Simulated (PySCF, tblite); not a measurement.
**C4H6F2N radical: geometry, infrared bands and EPR parameters**

Aim: predict the infrared bands and EPR parameters of C4H6F2N radical (`[H]/N=C(\C)[C@H](F)[CH]F`).

The runs use tblite 0.8.0 and PySCF 2.14.0, with density-fitted response routines of our own; the level of theory stands in each step. All values are computed, except where a source is named. Atoms are numbered from 0 throughout.

## (1) The molecule as given

13 atoms, charge 0, multiplicity 2; geometry from: force field or distance geometry start.

Bonds of the start (Å): C0–C1 1.49, C1–N2 1.27, C1–C3 1.50, C3–F4 1.36, C3–C5 1.52, C5–F6 1.40, C0–H7 1.09, C0–H8 1.11, C0–H9 1.12, N2–H10 1.06, C3–H11 1.08, C5–H12 1.11.

## (2) Optimising the geometry with GFN2-xTB

Job settings and geometry (Å):

```
{"job": {"kind": "relax", "xc": "GFN2-xTB", "basis": "xTB"}, "charge": 0, "multiplicity": 2}
C     -1.380100    -0.490000     0.463400
C     -0.488500     0.457000    -0.266900
N     -0.822900     1.648400    -0.557200
C      0.891300     0.022700    -0.667700
F      0.838300    -1.105700    -1.427800
C      1.591300    -0.349400     0.632400
F      2.650300     0.549900     0.775300
H     -1.133500    -1.499900     0.143000
H     -1.213400    -0.343400     1.550900
H     -2.454100    -0.276700     0.230400
H     -1.801300     1.911600    -0.262800
H      1.365300     0.866000    -1.150200
H      1.952900    -1.389900     0.519500
```

Run with:

```sh
$ OMP_NUM_THREADS=1 python probes_run.py task.json out
```

This one command runs all jobs of the session in turn.

Standard output:

```text
step      E/eV     max force
  0    -649.80248    2.962
  1    -650.04513    1.612
  2    -650.13770    1.585
  3    -650.20184    0.728
  4    -650.24555    0.521
  5    -650.27806    0.496
  6    -650.30145    0.464
  7    -650.31926    0.257
  8    -650.32575    0.229
  9    -650.32922    0.162
 10    -650.33260    0.201
 11    -650.33583    0.168
 12    -650.33852    0.144
 13    -650.34072    0.123
 14    -650.34279    0.137
 15    -650.34479    0.108
 16    -650.34658    0.114
 17    -650.34822    0.092
 18    -650.34983    0.128
 19    -650.35146    0.116
 20    -650.35324    0.135
 21    -650.35538    0.152
 22    -650.35795    0.153
 23    -650.36098    0.175
 24    -650.36457    0.158
 25    -650.36881    0.195
 26    -650.37331    0.206
 27    -650.36462    0.974
 28    -650.37878    0.153
 29    -650.38058    0.092
 30    -650.38244    0.089
 31    -650.38533    0.098
 32    -650.38622    0.078
 33    -650.38703    0.066
 34    -650.38734    0.059
 35    -650.38775    0.062
 36    -650.38820    0.082
 37    -650.38874    0.079
 38    -650.38919    0.051
 39    -650.38952    0.049
 40    -650.38979    0.046
 41    -650.39008    0.047
 42    -650.39038    0.053
 43    -650.39066    0.043
 44    -650.39093    0.041
 45    -650.39122    0.044
 46    -650.39158    0.043
 47    -650.39200    0.058
 48    -650.39248    0.059
 49    -650.39303    0.058
 50    -650.39370    0.073
 51    -650.39459    0.085
 52    -650.39573    0.115
 53    -650.39698    0.114
 54    -650.39806    0.078
 55    -650.39877    0.058
 56    -650.39920    0.065
 57    -650.39957    0.073
 58    -650.40002    0.080
 59    -650.40079    0.063
 60    -650.40158    0.053
 61    -650.40215    0.056
 62    -650.40247    0.051
 63    -650.40273    0.041
 64    -650.40296    0.044
 65    -650.40315    0.026
 66    -650.40327    0.019
 67    -650.40332    0.020
 68    -650.40338    0.026
 69    -650.40344    0.027
 70    -650.40349    0.019
 71    -650.40353    0.014
 72    -650.40357    0.015
 73    -650.40361    0.018
 74    -650.40364    0.020
 75    -650.40367    0.018
 76    -650.40372    0.020
 77    -650.40381    0.026
 78    -650.40393    0.028
 79    -650.40408    0.028
 80    -650.40422    0.032
 81    -650.40435    0.034
 82    -650.40454    0.034
 83    -650.40491    0.045
 84    -650.40509    0.090
 85    -650.40553    0.103
 86    -650.40597    0.042
 87    -650.40627    0.041
 88    -650.40654    0.054
 89    -650.40681    0.066
 90    -650.40712    0.049
 91    -650.40736    0.041
 92    -650.40749    0.029
 93    -650.40758    0.031
 94    -650.40771    0.041
 95    -650.40787    0.037
 96    -650.40798    0.045
 97    -650.40806    0.032
 98    -650.40816    0.032
 99    -650.40822    0.027
100    -650.40837    0.021
101    -650.40848    0.021
102    -650.40848    0.054
103    -650.40862    0.021
104    -650.40867    0.019
105    -650.40870    0.053
106    -650.40880    0.013
107    -650.40883    0.012
108    -650.40891    0.018
109    -650.40894    0.019
110    -650.40897    0.017
111    -650.40902    0.018
112    -650.40907    0.019
113    -650.40911    0.018
114    -650.40918    0.028
115    -650.40923    0.022
116    -650.40932    0.026
117    -650.40948    0.051
118    -650.40966    0.047
119    -650.40985    0.036
120    -650.40992    0.041
121    -650.40995    0.019
122    -650.40997    0.017
123    -650.41000    0.017
124    -650.41006    0.026
125    -650.41013    0.028
126    -650.41022    0.022
127    -650.41027    0.014
128    -650.41030    0.008
```

It took 1 s on 1 thread of Arm Neoverse N1, shared host.

Relaxation path: (not every step is listed)

| step | energy from step 0 (eV) | largest force (eV/Å) |
| --- | --- | --- |
| 0 | 0.0000 | 2.9621 |
| 1 | -0.2427 | 1.6124 |
| 2 | -0.3352 | 1.5846 |
| 3 | -0.3994 | 0.7279 |
| 4 | -0.4431 | 0.5214 |
| 5 | -0.4756 | 0.4957 |
| 6 | -0.4990 | 0.4641 |
| 7 | -0.5168 | 0.2569 |
| 8 | -0.5233 | 0.2290 |
| 19 | -0.5490 | 0.1156 |
| 30 | -0.5800 | 0.0894 |
| 41 | -0.5876 | 0.0469 |
| 52 | -0.5933 | 0.1151 |
| 63 | -0.6003 | 0.0409 |
| 74 | -0.6012 | 0.0202 |
| 85 | -0.6031 | 0.1030 |
| 96 | -0.6055 | 0.0455 |
| 107 | -0.6064 | 0.0124 |
| 118 | -0.6072 | 0.0473 |
| 123 | -0.6075 | 0.0169 |
| 124 | -0.6076 | 0.0260 |
| 125 | -0.6077 | 0.0282 |
| 126 | -0.6077 | 0.0224 |
| 127 | -0.6078 | 0.0144 |
| 128 | -0.6078 | 0.0079 |

Distances of close pairs at the start and the end, largest changes first:

| bond | before (Å) | after (Å) | change (Å) |
| --- | --- | --- | --- |
| C5–F6 | 1.397 | 1.337 | -0.060 |
| C3–C5 | 1.523 | 1.472 | -0.051 |
| N2–H10 | 1.055 | 1.016 | -0.039 |
| C1–C3 | 1.501 | 1.533 | +0.032 |
| C0–H9 | 1.119 | 1.088 | -0.032 |
| C5–H12 | 1.107 | 1.076 | -0.031 |
| C0–H8 | 1.110 | 1.088 | -0.022 |
| C3–F4 | 1.362 | 1.381 | +0.019 |

The next job starts from the end point, and lists it.

## (3) Vibrational analysis with GFN2-xTB

Job settings and geometry (Å):

```
{"job": {"kind": "ir", "xc": "GFN2-xTB", "basis": "xTB"}, "charge": 0, "multiplicity": 2}
C     -1.396499    -0.597708     0.305952
C     -0.469983     0.434357    -0.255916
N     -0.646836     1.670640    -0.368153
C      0.894255    -0.094301    -0.713766
F      0.743301    -1.351910    -1.263351
C      1.789436    -0.156899     0.453023
F      2.512918     0.929401     0.741772
H     -1.661027    -1.305724    -0.478443
H     -0.904760    -1.156679     1.099249
H     -2.301271    -0.133985     0.693257
H     -1.531299     2.032914    -0.023306
H      1.301853     0.568966    -1.484513
H      1.665524    -0.838585     1.276466
```

Standard output:

```text
mode    cm-1     km/mol
  1      49.4      3.52
  2      58.3      2.13
  3      96.7      0.16
  4     187.5      7.34
  5     243.6      5.08
  6     281.5      4.00
  7     392.2      3.36
  8     416.2     19.09
  9     469.7     48.13
 10     535.5      9.32
 11     553.3     24.44
 12     817.3     15.44
 13     833.3     59.24
 14     997.1      5.41
 15    1005.4     30.55
 16    1007.0    120.87
 17    1038.4     80.54
 18    1078.4     21.87
 19    1151.5     49.02
 20    1172.8     12.51
 21    1214.4     42.94
 22    1258.9    127.84
 23    1327.9     86.62
 24    1377.8     25.74
 25    1450.4      7.79
 26    1458.5     20.55
 27    1742.8    219.36
 28    2941.3      7.23
 29    3018.3      4.05
 30    3033.5      6.45
 31    3036.8     22.91
 32    3113.3     11.85
 33    3353.7     11.68
```

It took 0.48 s on 1 thread of Arm Neoverse N1, shared host.

The strongest bands and the atoms that carry them (share of the mass-weighted mode):

| cm⁻¹ | km/mol | atoms |
| --- | --- | --- |
| 470 | 48.1 | N2 17 %, F4 13 %, H12 12 %, C5 10 % |
| 833 | 59.2 | H10 70 % |
| 1007 | 120.9 | C3 41 %, F4 24 % |
| 1038 | 80.5 | H10 32 %, C3 16 %, H9 15 % |
| 1152 | 49.0 | H12 66 %, F6 13 % |
| 1259 | 127.8 | C1 42 %, H10 32 % |
| 1328 | 86.6 | C5 46 %, H11 17 %, C3 15 %, H12 14 % |
| 1743 | 219.4 | C1 61 %, N2 36 % |

## (4) g tensor and hyperfine couplings: B3LYP/pcH-1

Settings changed since step 3:

```diff
@@ -1,2 +1,2 @@
-{"job": {"kind": "ir", "xc": "GFN2-xTB", "basis": "xTB"}, "charge": 0, "multiplicity": 2}
+{"job": {"kind": "epr", "basis": "pcH-1"}, "charge": 0, "multiplicity": 2}
 C     -1.396499    -0.597708     0.305952
```

Level: UKS B3LYP, pcH-1 on C F H N, non-relativistic, mean-field spin-orbit, GIAO.

Standard output:

```text
UKS, coarse grid
  cycle   1  E = -410.29573711  |g| = 5.49e-01
  cycle   2  E = -410.07877309  |g| = 9.57e-01
  cycle   3  E = -410.40306740  |g| = 1.14e-01
  cycle   4  E = -410.40769655  |g| = 6.31e-02
  cycle   5  E = -410.40933482  |g| = 1.80e-02
  cycle   6  E = -410.40946631  |g| = 5.73e-03
  cycle   7  E = -410.40948295  |g| = 1.78e-03
  cycle   8  E = -410.40948529  |g| = 1.03e-03
  cycle   9  E = -410.40948607  |g| = 3.10e-04
UKS, final grid
  cycle   1  E = -410.40952980  |g| = 4.44e-04
  cycle   2  E = -410.40952971  |g| = 7.04e-04
  cycle   3  E = -410.40952986  |g| = 6.22e-05
  cycle   4  E = -410.40952987  |g| = 2.47e-05
E = -410.40952987 Eh   <S^2> = 0.7541 (exact 0.7500)
g shifts (ppm)      1          2          3
  rmc          -210       -210       -210
  gc              7         38         43
  oz_so          -0       1992       2680
  total        -203       1820       2513
hyperfine (MHz)  atom isotope    a_iso     a_fc   dipolar eigenvalues
    0   13C       0.36       0.36     -1.09      0.01      1.08
    1   13C      55.17      55.17     -7.49     -3.31     10.79
    2   14N       1.41       1.41     -2.73     -1.98      4.71
    3   13C     -31.27     -31.27     -3.19     -2.15      5.34
    4   19F     109.21     109.21    -36.13    -29.04     65.17
    5   13C     140.33     140.33    -83.17    -80.77    163.94
    6   19F     151.35     151.35   -281.73   -241.53    523.26
    7    1H       0.06       0.06     -1.70     -1.06      2.76
    8    1H      -1.14      -1.14     -2.90     -2.15      5.05
    9    1H       2.44       2.44     -1.40     -0.81      2.20
   10    1H       2.46       2.46     -3.56     -1.50      5.06
   11    1H      31.68      31.68     -6.21     -4.06     10.26
   12    1H     -51.44     -51.44    -37.20     -2.12     39.32
```

Run time: 80 s. Hardware: 1 thread of Arm Neoverse N1, shared host; peak memory 0.85 GiB.

Principal g values 2.00212, 2.00414, 2.00483; g(iso) = 2.00370, against 2.00232 for a free electron.

Hyperfine couplings; where a row names several nuclei, a(iso) is their mean (it holds for fast rotation or exchange) and the dipolar term the largest among them:

| nuclei | isotope | a(iso) (MHz) | a(iso) (G, at g = 2.0023) | largest dipolar term (MHz) |
| --- | --- | --- | --- | --- |
| F6 | 19F | 151.4 | 54.0 | 523.3 |
| C5 | 13C | 140.3 | 50.1 | 163.9 |
| F4 | 19F | 109.2 | 39.0 | 65.2 |
| C1 | 13C | 55.2 | 19.7 | 10.8 |
| H12 | 1H | -51.4 | -18.4 | 39.3 |
| H11 | 1H | 31.7 | 11.3 | 10.3 |
| C3 | 13C | -31.3 | -11.2 | 5.3 |
| H10 | 1H | 2.5 | 0.9 | 5.1 |
| N2 | 14N | 1.4 | 0.5 | 4.7 |
| H7, H8, H9 | 1H | 0.5 | 0.2 | 5.1 |
| C0 | 13C | 0.4 | 0.1 | -1.1 |

Mulliken spin populations:

C0 0.00; C1 0.01; N2 0.05; C3 -0.04; F4 0.01; C5 0.92; F6 0.07; H7 0.00; H8 0.00; H9 0.00; H10 0.00; H11 0.01; H12 -0.04

In first order the couplings over 0.8 MHz of 19F, 1H, 14N give 96 distinct lines over 124.5 G, if the averaged nuclei exchange fast.

Orbitals, density, ELF and potential are computed afterwards from the orbital file.

ELF in a plane through or near 4 of the atoms.

Values, 10 rows by 14 columns:
```
0.00 0.00 0.00 0.00 0.00 0.00 0.00 0.00 0.00 0.00 0.00 0.00 0.00 0.00
0.00 0.00 0.00 0.00 0.00 0.00 0.00 0.02 0.01 0.01 0.00 0.00 0.00 0.00
0.00 0.00 0.00 0.00 0.00 0.00 0.39 0.54 0.29 0.85 0.43 0.00 0.00 0.00
0.00 0.00 0.07 0.49 0.49 0.01 0.35 0.68 0.62 0.91 0.24 0.00 0.00 0.00
0.00 0.01 0.44 0.66 0.77 0.19 0.06 0.62 0.35 0.10 0.64 0.51 0.01 0.00
0.00 0.00 0.07 0.31 0.27 0.69 0.20 0.14 0.45 0.88 1.00 0.97 0.06 0.00
0.00 0.00 0.06 0.45 0.96 0.98 0.13 0.66 1.00 0.66 0.36 0.18 0.00 0.00
0.00 0.00 0.00 0.10 0.56 0.65 0.01 0.50 0.98 0.44 0.03 0.00 0.00 0.00
0.00 0.00 0.00 0.00 0.00 0.00 0.00 0.00 0.01 0.00 0.00 0.00 0.00 0.00
0.00 0.00 0.00 0.00 0.00 0.00 0.00 0.00 0.00 0.00 0.00 0.00 0.00 0.00
```
The map spans 10.2 Å across and 9.3 Å up, centred on the molecule. Atoms in the plane (x, y in Å): F6 (-2.5, 0.7), H8 (1.0, -1.3), H9 (2.3, -0.2), H12 (-1.6, -1.1).

log10 of the density (e/Å³) in the same plane.

Ten even steps from ' ' (-4.0) to '@' (1.8):
```
                                                        
                                                        
                        ..::::::::::....                
                      ::::--------------::..            
              ..    ..----======++++====--::            
        ::----==----::--==++++******++++--::..          
      ::--==++++++==--====++********++++--::..          
    ..--==**####**++======++++****++++==----::..        
    ::==++**%%@@##**++====++++++++++++++====--::..      
    ..--==**########**++++++++++++++******++==--::      
    ..--==++****####****++==++++******##****==--::      
    ..::--==++**######++++==++************++==--::      
      ..::--==++******++====++**####**++====--::..      
      ..::--====++++++========******++==----::....      
        ..::----======------====++====----::..          
            ....::::::....::::------::::....            
                  ..        ............                
                                                        
                                                        
                                                        
```
The map spans 10.2 Å across and 9.3 Å up, centred on the molecule. Atoms in the plane (x, y in Å): F6 (-2.5, 0.7), H8 (1.0, -1.3), H9 (2.3, -0.2), H12 (-1.6, -1.1).

On the surface of density 0.002 e/bohr³ the electrostatic potential runs, from the 1st to the 99th percentile, from -1.67 V near N2 to 1.49 V near H10.

The spin density lies nearest to C5 63 %; F6 11 %; H12 9 %.

## (5) Outcome

| quantity | value |
| --- | --- |
| strongest single infrared mode (GFN2-xTB) | 1743 cm⁻¹, 219 km/mol |
| zero-point energy (GFN2-xTB) | 58.2 kcal/mol |
| g(iso) (B3LYP) | 2.00370 |
| ⟨S²⟩ | 0.754 (exact 0.75) |
| largest a(iso) (averaged by class) | 19F on F6, 151.4 MHz |
| surface potential, 1st and 99th percentile | -1.67 V and 1.49 V |

In words: The optimisation took 128 steps and gained 0.608 eV; among the close pairs (by a distance rule), C5–F6 changed most, from 1.397 to 1.337 Å. All 33 modes are real, so the xTB geometry is a minimum. The strongest single mode, at 1743 cm⁻¹, moves mainly C1 and N2. GFN2-xTB is a fitted tight-binding method: band positions and strengths are rough. Its intensities can rank the bands wrongly. C5 carries the largest spin population, 0.92 e. The isotropic g lies 1.4 ppt above the free-electron value.
